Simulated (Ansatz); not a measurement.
## MgB under changes of volume

One of the cells (12.133 Å³/atom); the others are scaled copies at fixed shape and fractional positions:

```xyz
2
Lattice="2.8952 0.0000 0.0000 0.0000 2.8952 0.0000 0.0000 0.0000 2.8952" Properties=species:S:1:pos:R:3 pbc="T T T"
Mg    0.0000    0.0000    0.0000
B     1.4476    1.4476    1.4476
```

The cell was built by a generator and needn't be a form met in nature.

```yaml
Program: Ansatz 0.2.0
Functional: PBE
Potentials_or_basis: Ansatz NC
Cutoff: "1143 eV (not typed: the program's choice for these potentials)"
k_mesh: 9 × 9 × 9
Occupations: fermi-dirac, width 0.05 eV
Spin: no spin polarisation
```

```csv
volume (Å³/atom),energy over the lowest point (meV/atom),pressure (GPa)
11.405,13.53,6.0
11.648,?,?
11.891,1.67,1.9
12.133,0.00,0.2
12.376,0.80,-1.4
12.619,3.91,-2.8
12.861,9.18,-4.2
```

What does the run at 11.648 Å³/atom give?

Energy over the lowest point 6.06 meV/atom; pressure 3.9 GPa.

Worked out: A Birch-Murnaghan fit of order 3 (a polynomial in V^(-2/3)) to the other rows has its minimum at 12.17 Å³/atom with B0 = V·E''(V) = 82 GPa and B' = 3.1. It gives 6.12 meV/atom at 11.648 Å³/atom, against the run's 6.06, and -dE/dV = 3.9 GPa, against 3.9.

Energies are extrapolated to zero smearing.
